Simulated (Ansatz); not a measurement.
# ZnCd2Te2: the cost of one run

Program: Ansatz 0.2.0. Level of theory: DFT PBE, scalar-relativistic, plane waves, PAW. These are calculated values, not measurements.

The COD entry's cell or inner coordinates are ideal or old and differ from later refinements, so a difference from it is no clean test against experiment.

13 further runs of the same task are left out: 3 that didn't finish, 10 set aside as unsound or not needed. Runs told in other sessions of the task aren't counted.

## Step 1: The structure to begin with

The structure is triclinic, space group P1 (No. 1). Conventional cell: a = 4.679 Å, b = 4.679 Å, c = 20.081 Å, α = 90.00°, β = 90.00°, γ = 120.00°. Te (site symmetry 1) has 3 Cd at 2.87 Å in its first shell of neighbours. Cd (site symmetry 1) has 4 Te at 2.87 to 3.15 Å in its first shell of neighbours. Te (site symmetry 1) has 4 Cd at 2.74 to 3.15 Å in its first shell of neighbours. Cd (site symmetry 1) has 3 Te at 2.74 Å and 1 Zn at 2.91 Å in its first shell of neighbours. Zn (site symmetry 1) is surrounded by 1 Cd at 2.91 Å.

Structure file:

```cif
data_structure
_symmetry_space_group_name_H-M 'P 1'
_symmetry_Int_Tables_number 1
_cell_length_a 4.6795
_cell_length_b 4.6795
_cell_length_c 20.0807
_cell_angle_alpha 90.000
_cell_angle_beta 90.000
_cell_angle_gamma 120.000
_cell_volume 380.80
loop_
_atom_site_label
_atom_site_type_symbol
_atom_site_fract_x
_atom_site_fract_y
_atom_site_fract_z
_atom_site_occupancy
Te1 Te 0.00000 0.00000 0.19920 1
Cd1 Cd 0.33333 0.66667 0.24676 1
Te2 Te 0.33333 0.66667 0.40371 1
Cd2 Cd 0.66667 0.33333 0.42731 1
Zn1 Zn 0.66667 0.55556 0.56252 1
```

This is the geometry of the first run shown, built on a cell relaxed beforehand with the same method.

## Step 2: The scan

Atoms count from 1 in the order of the input.

Zn is moved over the surface cell; relaxed at each place: the height of the adsorbate's atoms; substrate rigid; the origin of the map has the adsorbate above Cd4.

- position of Zn5 along the first surface vector, from above Cd4: 9 values from 0.000 to 0.889, periodic
- position of Zn5 along the second surface vector, from above Cd4: 9 values from 0.000 to 0.889, periodic

Relaxed at each point: the height of the adsorbate's atoms; substrate rigid. Points are written as (first, second).

The two vectors of the plane (Å): (4.679, 0.000, 0.000); (-2.340, 4.053, 0.000).

## Step 3: Point (0/9, 2/9) of the map's two axes

Contents of input.yaml:

```yaml
crystal:
  lattice:
    - [4.6794578583, 0.0, 0.0]
    - [-2.3397289292, 4.0525293813, 0.0]
    - [0.0, 0.0, 20.080728086]
  atoms:
    - { symbol: Te, position: [0.0, 0.0, 0.1991959646] }
    - { symbol: Cd, position: [0.3333333333, 0.6666666667, 0.2467634796] }
    - { symbol: Te, position: [0.3333333333, 0.6666666667, 0.4037116126] }
    - { symbol: Cd, position: [0.6666666667, 0.3333333333, 0.4273116019] }
    - { symbol: Zn, position: [0.6666666667, 0.5555555556, 0.5625201648] }
basis:
  ecutwfc: 420
kpoints:
  mp_grid: { grid: [6, 6, 1] }
hamiltonian:
  xc: pbe
  pseudopotentials: { kind: paw, azcp: { folder: soft_1 } }
scf:
  occupations: { method: gaussian, width: 0.05 }
output:
  forces: true
  eigenvalues: true
relax:
  adjacent_minimum: "off"
  f_tol: 0.025
  max_steps: 16
  constraints: [{ sites: [0, 1, 2, 3] }, { sites: [4], fix: xy }]
efield:
  axis: 3
  dipole_correction: true
  ramp_width: 0.04
```

Started as:

```
$ ansatz run input.yaml --threads 1 --pin off --max-ram 3072MiB --backend cpu --events-out ev --progress --plain --runs-dir out
```

**Question.** How long does this run take on 1 thread of Intel Xeon Platinum 8259CL at 2.50GHz (Skylake/Cascade Lake), shared host, and how much memory does it need?

About 2 min, with a peak of 0.76 GiB.
